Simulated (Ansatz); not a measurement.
# Li2SnF3: the cost of one run

Method: DFT PBE+D3(BJ), scalar-relativistic, plane waves, PAW, in Ansatz 0.2.0.

1 further run of the same task is left out (it didn't finish).

**1. Starting point**

Symmetry: P3m1, No. 156, trigonal system. The conventional cell has a = 3.287 Å, b = 3.287 Å, c = 7.468 Å, α = 90.00°, β = 90.00°, γ = 120.00°. Around Li (site symmetry 3m) lie 4 F at 2.10 Å and 3 Sn at 2.25 Å. Li (site symmetry 3m) is surrounded by 1 Sn at 1.92 Å and 6 F at 2.16 Å. Sn (site symmetry 3m) has 1 Li at 1.92 Å and 4 F at 2.10 Å as nearest neighbours. F (site symmetry 3m) has 3 Sn at 2.10 Å and 4 Li at 2.10 to 2.16 Å as nearest neighbours. F (site symmetry 3m) has 3 Li at 2.10 Å and 1 Sn at 2.10 Å as nearest neighbours. F (site symmetry 3m) is surrounded by 3 Li at 2.16 Å.

Structure file:

```
Li Sn F
1.0
     3.28693    0.00000    0.00000
    -1.64346    2.84656    0.00000
     0.00000    0.00000    7.46821
Li Sn F
2 1 3
Direct
  0.00000 0.00000 0.28065
  0.33333 0.66667 0.86164
  0.33333 0.66667 0.11915
  0.00000 0.00000 0.00000
  0.33333 0.66667 0.39980
  0.66667 0.33333 0.72328
```

A structure generator made this guess: close-packed anion layers stacked ABC|A, with sites between them filled layer by layer (P3m1, No. 156). The dimensions are guesses.

**2. Probe: one point on a coarse mesh**

The input, input.yaml:

```yaml
crystal:
  lattice:
    - [3.28692527, 0.0, 0.0]
    - [-1.64346263, 2.84656078, 0.0]
    - [0.0, 0.0, 7.46821495]
  atoms:
    - { symbol: Li, position: [0.0, 0.0, 0.28065126] }
    - { symbol: Li, position: [0.33333333, 0.66666667, 0.86164021] }
    - { symbol: Sn, position: [0.33333333, 0.66666667, 0.11914705] }
    - { symbol: F, position: [0.0, 0.0, 0.0] }
    - { symbol: F, position: [0.33333333, 0.66666667, 0.39979831] }
    - { symbol: F, position: [0.66666667, 0.33333333, 0.72328042] }
basis:
  ecutwfc: 420
kpoints:
  mp_grid: { grid: [6, 6, 4] }
hamiltonian:
  xc: pbe
  dispersion: d3bj
scf:
  occupations: { method: gaussian, width: 0.1 }
  lower_state_search: "off"
output:
  forces: true
  stress: true
  eigenvalues: true
```

Started as:

```
$ ansatz run input.yaml --threads 1 --pin off --max-ram 2560MiB --backend cpu --events-out ev --progress --plain --runs-dir out
```

Q: Estimate wall time and peak memory on 1 thread of Arm Neoverse N1, shared host.

About 8.7 s, with a peak of 0.36 GiB.
